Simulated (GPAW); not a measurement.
Runs of GPAW 26.7.0 on BiTe. Symmetry: R-3m, No. 166, trigonal system. Conventional cell: a = 4.845 Å, b = 4.845 Å, c = 9.952 Å, α = 90.00°, β = 90.00°, γ = 120.00°. Around Bi (site symmetry -3m) lie 6 Te at 3.25 Å. Around Te (site symmetry -3m) lie 6 Bi at 3.25 Å. The cell comes from a database or a generator and needn't be the stable form of this composition.

| task | level | potentials or basis | k mesh | cutoff (eV) | maxiter | band path | band points | convergence | data set | gap on the mesh (eV) | pressure (GPa) | V0 of scaled cells (Å³/atom) | B0 (GPa) |
| --- | --- | --- | --- | --- | --- | --- | --- | --- | --- | --- | --- | --- | --- |
| equation of state | PBE | GPAW PAW data sets (gpaw-data 1.2.1), pw | 6 × 6 × 6 | 600 | 150 | - | - | - | - | - | - | 33.54 | 48 |
| equation of state | PBE | GPAW PAW data sets (gpaw-data 1.2.1), pw | 7 × 7 × 7 | 600 | 150 | - | - | - | - | - | - | 33.70 | 48 |
| equation of state | PBEsol | PAW data sets generated in the run's folder for this functional, pw | 7 × 7 × 7 | 600 | 150 | - | - | - | - | - | - | 32.04 | (b) |
| band structure | PBEsol | PAW data sets generated in the run's folder for this functional, pw | 6 × 6 × 6 | 600 | 150 | GLB1,BZGX,QFP1Z,LP | 80 | - | - | - | -2.7 | - | - |
| band structure | LDA | the program's PAW data sets (release 1.2.1) made for this functional, pw | 6 × 6 × 6 | 600 | 150 | GLB1,BZGX,QFP1Z,LP | 80 | - | - | - | (a) | - | - |
| single point | PBE | GPAW PAW data sets (gpaw-data 1.2.1), other valence, pw | 6 × 6 × 6 | 450 | 120 | - | - | default | Te 16 | none | (c) | - | - |
| single point | RPBE | the program's PAW data sets (release 1.2.1) made for this functional, pw | 6 × 6 × 6 | 500 | 120 | - | - | default | - | none | 1.0 | - | - |
| single point | PBEsol | PAW data sets generated in the run's folder for this functional, pw | 7 × 7 × 7 | 600 | 150 | - | - | - | - | none | -2.5 | - | - |

Alike in all rows: no spin polarisation; cell as given; smearing fermi-dirac 0.05 eV.

Q: Estimate the missing entries.

A: (a) -3.9; (b) 55; (c) -0.9.

Caveats: spin-orbit coupling is left out, which moves the levels of the heavy elements; the cell was scaled at fixed shape and fractional positions, which overstates the stiffness of a crystal with free parameters, most of all of layers and chains (some runs); the cutoff is short for stress and forces, so pressures can be off by a GPa or more (some runs).

A k mesh can miss the band edges, and the runs leave out spin-orbit coupling on Bi, Te.

A gap of «none» marks a metal or a gap under the smearing width.

Not every run made on this cell is shown here.
